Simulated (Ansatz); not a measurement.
# CH₅AlN₂O: a ladder of functionals and wavefunction methods

The task here is to estimate one member of a computed series from the others.

Computed with Ansatz 0.2.0, Gaussian basis. Level: functionals in def2-TZVPP, the program's frozen cores in correlated methods.

The runs, in order: PBE-D4, r2SCAN-D4, PBE0-D4, B3LYP-D4, ωB97X-V, ωB97M-V, B2PLYP; CCSD(T)/def2-TZVPP; MP2/def2-QZVPP; extrapolation to the limit.

## Structure used throughout

An earlier PBE0-D4 in a triple-zeta def2 set relaxation fixed the geometry.

SMILES `N=C(O)[NH][AlH2]`, 10 atoms, charge 0, spin multiplicity 1.

Atoms are counted from 1 here; the program's logs count them from 0.

Bond lengths: N1–C2 1.268 Å, N1–H6 1.014 Å, C2–O3 1.349 Å, C2–N4 1.377 Å, O3–H7 0.966 Å, N4–Al5 1.793 Å, N4–H8 1.011 Å, Al5–H9 1.577 Å, Al5–H10 1.577 Å. Angles: C2–N1–H6 112.5°, N1–C2–O3 119.3°, N1–C2–N4 129.7°, O3–C2–N4 111.0°, C2–O3–H7 105.4°, C2–N4–Al5 129.0°, C2–N4–H8 111.1°, Al5–N4–H8 119.9°, N4–Al5–H9 118.4°, N4–Al5–H10 115.3°, H9–Al5–H10 126.4°.

Set-up of the first run:

in.yaml

```yaml
crystal:
  periodic: [false, false, false]
  atoms:
    - {symbol: N, position_ang: [0.334714, -0.680829, 1.562505]}
    - {symbol: C, position_ang: [0.250906, -0.892202, 0.314730]}
    - {symbol: O, position_ang: [0.491013, -2.131286, -0.162128]}
    - {symbol: N, position_ang: [-0.062643, -0.022604, -0.706165]}
    - {symbol: Al, position_ang: [-0.464819, 1.722258, -0.618625]}
    - {symbol: H, position_ang: [0.134650, 0.282745, 1.807380]}
    - {symbol: H, position_ang: [0.700031, -2.667920, 0.612828]}
    - {symbol: H, position_ang: [-0.047695, -0.491726, -1.601730]}
    - {symbol: H, position_ang: [-0.478483, 2.418674, 0.796763]}
    - {symbol: H, position_ang: [-0.774675, 2.411793, -2.002757]}
basis:
  gaussian: {orbitals: def2-TZVPP}
hamiltonian: {xc: pbe, dispersion: d4}
output: {forces: true, orbitals: {seedname: orbitals}}
```

On the command line:

```console
$ ansatz run in.yaml --threads 4 --pin off --events-out ev --progress --plain --max-ram 10444MiB
```

Steps of the session up to this table: PBE-D4 (GGA); r2SCAN-D4 (meta-GGA); PBE0-D4 (hybrid); B3LYP-D4 (hybrid); ωB97X-V (range-separated); ωB97M-V (range-separated); B2PLYP (double hybrid); CCSD(T) in def2-TZVPP; MP2 in def2-QZVPP.

One of the session's tables, all rows but one given; the rest of the session is left out.

```
            method  atomisation energy (eV)
            PBE-D4                        ?
         r2SCAN-D4                   37.437
           PBE0-D4                   37.423
          B3LYP-D4                   37.580
           ωB97X-V                   37.678
           ωB97M-V                   37.667
            B2PLYP                   37.071
     HF/def2-TZVPP                   24.742
    MP2/def2-TZVPP                   36.985
   CCSD/def2-TZVPP                   35.392
CCSD(T)/def2-TZVPP                   36.133
           MP2/CBS                   38.261
       CCSD(T)/CBS                   37.409
```

Q: Estimate the row for PBE-D4 from the others.

**Answer.** atomisation energy (eV): 38.602. In the column «atomisation energy (eV)» it is the highest.

Limits of these values: Free atoms (2 N, 1 C, 1 O, 1 Al, 5 H) were run apart at each level; the atomisation energy is their sum less the molecule, without zero-point or spin-orbit terms.
